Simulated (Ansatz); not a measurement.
# C3H5AlFNO: the cost of one run

Method: RKS BLYP-D4/STO-3G, in Ansatz 0.2.0.

**1. Starting point**

Bond lengths: N1–C2 1.232 Å, C2–C3 1.524 Å, C3–C4 1.598 Å, C4–O5 1.443 Å, C2–Al6 1.983 Å, C4–Al6 1.927 Å, Al6–F7 1.823 Å, N1–H8 1.082 Å, C3–H9 1.052 Å, C3–H10 1.106 Å, C4–H11 1.029 Å, O5–H12 0.960 Å. Angles (14 of 20 angles, heavy atoms first): N1–C2–C3 136.9°, N1–C2–Al6 133.5°, C3–C2–Al6 89.6°, C2–C3–C4 103.3°, C3–C4–O5 106.9°, C3–C4–Al6 89.5°, O5–C4–Al6 110.4°, C2–Al6–C4 77.6°, C2–Al6–F7 142.6°, C4–Al6–F7 139.8°, C2–N1–H8 118.3°, C2–C3–H9 109.3°, C2–C3–H10 108.2°, C4–C3–H9 114.9°.

Structure file:

```xyz
12

N    -1.4199    1.3366    1.5916
C    -0.6430    0.6789    0.8977
C    -0.3906    0.4631   -0.5892
C     0.8650   -0.5255   -0.6104
O     0.4005   -1.7809   -1.1489
Al    0.8387   -0.5707    1.3159
F     1.7228   -1.3584    2.7026
H    -2.1200    1.9950    1.0954
H    -1.2621    0.0830   -1.0386
H    -0.0544    1.4225   -1.0254
H     1.7079   -0.1378   -1.0558
H     0.4321   -1.6609   -2.1010
```

**2. Preparing the start**

input.yaml

```yaml
crystal:
  periodic: [false, false, false]
  atoms:
    - { symbol: "N", position_ang: [-1.4199, 1.3366, 1.5916] }
    - { symbol: C, position_ang: [-0.643, 0.6789, 0.8977] }
    - { symbol: C, position_ang: [-0.3906, 0.4631, -0.5892] }
    - { symbol: C, position_ang: [0.865, -0.5255, -0.6104] }
    - { symbol: O, position_ang: [0.4005, -1.7809, -1.1489] }
    - { symbol: Al, position_ang: [0.8387, -0.5707, 1.3159] }
    - { symbol: F, position_ang: [1.7228, -1.3584, 2.7026] }
    - { symbol: H, position_ang: [-2.12, 1.995, 1.0954] }
    - { symbol: H, position_ang: [-1.2621, 0.083, -1.0386] }
    - { symbol: H, position_ang: [-0.0544, 1.4225, -1.0254] }
    - { symbol: H, position_ang: [1.7079, -0.1378, -1.0558] }
    - { symbol: H, position_ang: [0.4321, -1.6609, -2.101] }
basis:
  gaussian: { orbitals: STO-3G }
hamiltonian:
  xc: blyp
  dispersion: d4
relax:
  f_tol: 0.02
  max_steps: 40
scf:
  lower_state_search: "off"
output:
  orbitals: {}
```

Started as:

```bash
$ ansatz run input.yaml --threads 1 --pin off --max-ram 2048MiB --backend cpu --events-out ev --progress --plain --runs-dir out
```

**Question.** How long does this run take on 1 thread of Intel Xeon Platinum 8488C (Sapphire Rapids), shared host, and how much memory does it need?

About 38 s, with a peak of 0.19 GiB.
